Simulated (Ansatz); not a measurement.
Geometry optimisation, Ansatz 0.2.0, DFT PBE, scalar-relativistic, plane waves, PAW.

input.yaml

```yaml
crystal:
  lattice:
    - [6.42, 0.0, 0.0]
    - [-4.815, 8.339825, 0.0]
    - [0.0, 0.0, 5.21304]
  atoms:
    - { symbol: Mg, position: [0.0, 0.0, 0.0] }
    - { symbol: Mg, position: [0.1666667, 0.2222222, 0.5] }
    - { symbol: Mg, position: [0.0, 0.3333333, 0.0] }
    - { symbol: Mg, position: [0.1666667, 0.5555556, 0.5] }
    - { symbol: Mg, position: [0.0, 0.6666667, 0.0] }
    - { symbol: Mg, position: [0.1666667, 0.8888889, 0.5] }
    - { symbol: Mg, position: [0.5, 0.0, 0.0] }
    - { symbol: Mg, position: [0.6666667, 0.2222222, 0.5] }
    - { symbol: Mg, position: [0.5, 0.3333333, 0.0] }
    - { symbol: Mg, position: [0.6666667, 0.5555556, 0.5] }
    - { symbol: Mg, position: [0.5, 0.6666667, 0.0] }
    - { symbol: Mg, position: [0.6666667, 0.8888889, 0.5] }
    - { symbol: Li, position: [0.6729099, 0.890459, 0.1254652] }
basis:
  ecutwfc: 420.0
kpoints:
  mp_grid: { grid: [3, 2, 3] }
hamiltonian:
  xc: pbe
scf:
  occupations: { method: fermi_dirac, width: 0.1 }
  lower_state_search: "off"
relax:
  f_tol: 0.08
  max_steps: 25
  adjacent_minimum: "off"
```

Command:

```bash
$ ansatz run input.yaml --threads 2 --pin off --max-ram 5120MiB --backend cpu --events-out ev --progress --plain --runs-dir out
```

Question: Where does it end, and by what steps?

Answer: The run converged. Limits of this set-up: coarse k mesh, a small cell, in which the defect meets its images, a typed lattice constant that wasn't relaxed here. After 9 steps the energy has fallen by 3.474 eV; Li13 moved furthest, 1.05 Å. Parted: Mg1–Mg11 (3.21 → 4.40 Å). Joined: Mg5–Li13 (3.74 → 2.78 Å), Mg6–Li13 (3.73 → 2.85 Å), Mg10–Li13 (3.75 → 2.76 Å).

```
step  energy less start (eV)  largest force component (eV/Å)  accepted
   0                  0.0000                           3.624       yes
   1                 -1.4240                           2.380       yes
   2                 -2.4743                           1.357       yes
   3                 -2.9408                           0.610       yes
   4                 -3.1530                           0.167       yes
   5                 -3.2357                           0.111       yes
   6                 -3.3030                           0.117       yes
   7                 -3.3694                           0.131       yes
   8                 -3.4412                           0.086       yes
   9                 -3.4745                           0.036       yes
```

```xyz
13
Lattice="6.4200 0.0000 0.0000 -4.8150 8.3398 0.0000 0.0000 0.0000 5.2130" Properties=species:S:1:pos:R:3
Mg 0.408 0.457 -0.184
Mg -0.137 2.004 2.483
Mg -1.748 2.604 -0.082
Mg -1.777 4.699 2.304
Mg -3.306 5.668 -0.184
Mg -3.317 7.462 2.566
Mg 3.307 -0.062 0.353
Mg 2.998 1.876 2.693
Mg 1.683 2.989 0.050
Mg 1.513 4.693 2.538
Mg -0.348 5.087 -0.373
Mg -0.095 7.595 3.195
Li 0.853 6.836 0.933
```

Whether the end is a true minimum wasn't checked by a vibrational analysis.

Time of the run: 73 s on 2 threads of AMD EPYC 7R43 64-Core Processor (Zen 3), with other jobs on the host, peak memory 0.66 GiB.
